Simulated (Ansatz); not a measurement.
**SiC3: a single-point run**

Aim: a sound single-point run of SiC3. The structure is shown as the input types it. The cell is built on a prototype (ordering on diamond) and needn't be the phase found in nature.

Computed with Ansatz 0.2.0 (density functional or hybrid calculation with the settings of its input, plane waves (as first typed), unless a step's input says otherwise).

4 further runs of the same task are left out: 1 for a known fault of the program, 3 that didn't finish.

## (1) The starting structure

It takes space group P-4m2 (No. 115, tetragonal). The conventional cell has a = 2.796 Å, b = 2.796 Å, c = 4.090 Å, α = 90.00°, β = 90.00°, γ = 90.00°. C (site symmetry 2mm) has 2 C at 1.65 Å and 2 Si at 1.82 Å as nearest neighbours. C (site symmetry -4m2) has 4 C at 1.65 Å as nearest neighbours. Si (site symmetry -4m2) has 4 C at 1.82 Å as nearest neighbours.

As a file:

```cif
data_structure
_symmetry_space_group_name_H-M 'P-4m2'
_symmetry_Int_Tables_number 115
_cell_length_a 2.7964
_cell_length_b 2.7964
_cell_length_c 4.0900
_cell_angle_alpha 90.000
_cell_angle_beta 90.000
_cell_angle_gamma 90.000
_cell_volume 31.98
loop_
_atom_site_label
_atom_site_type_symbol
_atom_site_symmetry_multiplicity
_atom_site_Wyckoff_symbol
_atom_site_fract_x
_atom_site_fract_y
_atom_site_fract_z
_atom_site_occupancy
C1 C 2 g 0.50000 0.00000 0.78627 1
C2 C 1 b 0.50000 0.50000 0.00000 1
Si1 Si 1 d 0.00000 0.00000 0.50000 1
```

## (2) Input and run

File input.yaml:

```yaml
crystal:
  lattice:
    - [2.7964006874, 0.0, 0.0]
    - [0.0, 2.7964006874, 0.0]
    - [0.0, 0.0, 4.0900436006]
  atoms:
    - { symbol: C, position: [0.5, 0.0, 0.7862689761] }
    - { symbol: C, position: [0.5, 0.5, 0.0] }
    - { symbol: C, position: [0.0, 0.5, 0.2137310239] }
    - { symbol: Si, position: [0.0, 0.0, 0.5] }
kpoints:
  mp_grid: { grid: [6, 6, 4] }
hamiltonian:
  xc: pbe
scf:
  occupations: { method: fixed }
  n_extra_bands: 5
  mixing: { beta: 0.005 }
  max_iter: 64
output:
  forces: true
  stress: true
  eigenvalues: true
```

Run with:

```bash
> ansatz run input.yaml --threads 4 --pin off --max-ram 3686MiB --backend cpu --events-out ev --progress --plain --runs-dir out
```

Q: Will this input give a usable result? If not, why, and what should change?

The run converged and reported no error. Convergence says nothing about whether the input makes sense.

The suspect setting: scf.mixing.beta is 0.005. The risk: mixing too weak. Here it converged all the same; such a setting changes the road, not the converged state.

To check: delete scf.mixing.beta (the default then holds).
